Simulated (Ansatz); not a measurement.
# NaF, space group Fm-3m: an all-electron equation of state

Program: Ansatz's Python interface.

At the Python prompt:
```pycon
>>> import ansatz as az
>>> from ase.eos import EquationOfState
>>> from ase.units import GPa
>>> import numpy as np
>>> FUNCTIONAL = "pbe"
>>> FILLING = "fixed"
>>> MAX_ITERATIONS = 200
>>> N_EMPTY = 12
>>> KGRID = (6, 6, 6)
>>> vectors0 = np.array([
...     [0.0, 2.32, 2.32],
...     [2.32, 0.0, 2.32],
...     [2.32, 2.32, 0.0],
... ])
>>> sites = [
...     ("Na", (0.0, 0.0, 0.0)),
...     ("F", (0.5, 0.5, 0.5)),
... ]
>>> def on_lattice(cell):
...     crystal = az.Crystal(lattice=az.Lattice.of(cell))
...     for symbol, position in sites:
...         crystal = crystal.atom(symbol, position)
...     return crystal
...
>>> volumes, energies = [], []
>>> for scale in np.linspace(0.94, 1.06, 7):
...     cell = vectors0 * scale ** (1 / 3)
...     calculation = (
...         on_lattice(cell).calculation()
...         .functional(FUNCTIONAL)
...         .occupations(FILLING)
...         .scf(max_iterations=MAX_ITERATIONS, extra_bands=N_EMPTY)
...         .kpoints(*KGRID)
...         .pseudopotentials("all_electron", lapw=True)
...     )
...     data = calculation.run().report
...     volumes.append(abs(np.linalg.det(cell)) / len(sites))
...     energies.append(data["free_energy_ev"] / len(sites))
...     print(f"{scale:.3f} {volumes[-1]:9.4f} A^3/atom {energies[-1]:16.5f} eV/atom  (estimated basis error {1000 * data['lapw_basis_errors']['total_ev_per_atom']:.2f} meV/atom)")
...
0.940   11.7379 A^3/atom      -3570.73430 eV/atom  (estimated basis error 0.11 meV/atom)
0.960   11.9877 A^3/atom      -3570.74212 eV/atom  (estimated basis error 0.11 meV/atom)
0.980   12.2374 A^3/atom      -3570.74788 eV/atom  (estimated basis error 0.11 meV/atom)
1.000   12.4872 A^3/atom      -3570.75178 eV/atom  (estimated basis error 0.11 meV/atom)
1.020   12.7369 A^3/atom      -3570.75402 eV/atom  (estimated basis error 0.10 meV/atom)
1.040   12.9867 A^3/atom      -3570.75475 eV/atom  (estimated basis error 0.10 meV/atom)
1.060   13.2364 A^3/atom      -3570.75414 eV/atom  (estimated basis error 0.10 meV/atom)
>>> v0, e0, bulk = EquationOfState(volumes, energies, eos="birchmurnaghan").fit()
>>> print(f"V0 = {v0:.4f} A^3/atom, B0 = {bulk / GPa:.1f} GPa")
V0 = 12.9943 A^3/atom, B0 = 44.7 GPa
```

A third-order Birch-Murnaghan fit through the 7 points has its minimum at 12.99 Å³ an atom, 4.1 % above the typed cell, with a bulk modulus of 45 GPa and dB/dP = 4.5. From that minimum the energy rises by 20.5 meV an atom on the compressed side and 0.6 meV on the expanded side. The window is off centre, so dB/dP is rough.

These settings explore the input space; cutoff and mesh may be short of convergence. The starting cell is as deposited in a crystallographic database; the results hold for this polymorph, which needn't be the stable one. Processor time in the engine: 19 s on 1 thread of Intel(R) Xeon(R) Processor @ 2.30GHz (shared host), peak memory 0.44 GiB.
